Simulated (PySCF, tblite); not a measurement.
**C7H5F3N2: geometry, infrared bands and NMR shifts**

Wanted: the infrared bands and NMR shifts of C7H5F3N2 (`C/C(CC#N)=C(\C#N)C(F)(F)F`), by calculation.

Programs: tblite 0.8.0 and PySCF 2.14.0, with density-fitted response routines of our own. Each step states its level of theory. These are calculated values for one molecule in the gas phase, unless marked as measured. Atoms count from 0, in the outputs and in this text.

### Step 1. The starting structure

17 atoms, charge 0, multiplicity 1; geometry from: force field or distance geometry start.

Bonds of the start (Å): C0–C1 1.52, C1–C2 1.47, C2–C3 1.48, C3–N4 1.16, C1–C5 1.30, C5–C6 1.47, C6–N7 1.17, C5–C8 1.47, C8–F9 1.42, C8–F10 1.39, C8–F11 1.34, C0–H12 1.10, C0–H13 1.09, C0–H14 1.09, C2–H15 1.07, C2–H16 1.14.

### Step 2. Optimising the geometry with GFN2-xTB

The job: settings as JSON, then the geometry in Å.

```
{"job": {"kind": "relax", "xc": "GFN2-xTB", "basis": "xTB"}, "charge": 0, "multiplicity": 1}
C      0.867500     1.570800    -0.119300
C      0.231300     0.223900     0.166700
C      1.036700    -0.680000     1.005400
C      2.315100    -0.975100     0.324400
N      3.321000    -1.229600    -0.201200
C     -0.942200     0.014000    -0.343400
C     -1.544600     1.083100    -1.147700
N     -2.045000     1.930000    -1.789000
C     -1.753400    -1.209800    -0.213800
F     -2.952100    -0.768900     0.404000
F     -2.189900    -1.654300    -1.461500
F     -1.294800    -2.204200     0.561800
H      1.859000     1.603700     0.361000
H      0.234500     2.330100     0.350800
H      0.899800     1.632200    -1.207700
H      0.614800    -1.591600     1.383600
H      1.335400    -0.062500     1.916100
```

On the command line:

```bash
$ OMP_NUM_THREADS=1 python probes_run.py task.json out
```

One launch serves the whole session: the jobs run in the order shown.

**Question.** This job is followed by: GFN2-xTB harmonic vibrations, gas phase; GIAO PBE0/pcSseg-1 NMR shielding, non-relativistic, gas phase. What will the session give for the following? strongest single infrared mode (GFN2-xTB); zero-point energy (GFN2-xTB); ¹³C shifts against TMS (PBE0/pcSseg-1); ¹H shifts against TMS (PBE0/pcSseg-1, means over atoms taken as alike); ¹⁵N shifts against NH3 (PBE0/pcSseg-1); ¹⁹F shifts against CFCl3 (PBE0/pcSseg-1, means over atoms taken as alike); surface potential, 1st and 99th percentile.

The runs gave:

| quantity | value |
| --- | --- |
| strongest single infrared mode (GFN2-xTB) | 2419 cm⁻¹, 197 km/mol |
| zero-point energy (GFN2-xTB) | 67.4 kcal/mol |
| ¹³C shifts against TMS (PBE0/pcSseg-1) | 170.5, 130.4, 118.6, 117.3, 114.7, 26.5, 24.1 ppm |
| ¹H shifts against TMS (PBE0/pcSseg-1, means over atoms taken as alike) | 3.42, 2.60 ppm |
| ¹⁵N shifts against NH3 (PBE0/pcSseg-1) | 337.8, 305.9 ppm |
| ¹⁹F shifts against CFCl3 (PBE0/pcSseg-1, means over atoms taken as alike) | -68.2 ppm |
| surface potential, 1st and 99th percentile | -1.46 V and 2.01 V |

What this shows: Over 140 steps the energy fell by 0.752 eV; of the close pairs, C8–F9 changed most, 1.419 to 1.351 Å. No mode is imaginary among the 45: a minimum at this level. The strongest single mode, at 2419 cm⁻¹, moves mainly C3 and N4. Unscaled tight-binding wavenumbers are off by several per cent, some by more. Its intensities can rank the bands wrongly. At PBE0/pcSseg-1: Shielding is most anisotropic at N4 (span 515 ppm, paramagnetic term -377 ppm). By nearest atom (PBE0/pcSseg-1), the HOMO sits on C1, C5 about 26 % each; N7 25 % and the LUMO on C1 36 %; C5 20 %.
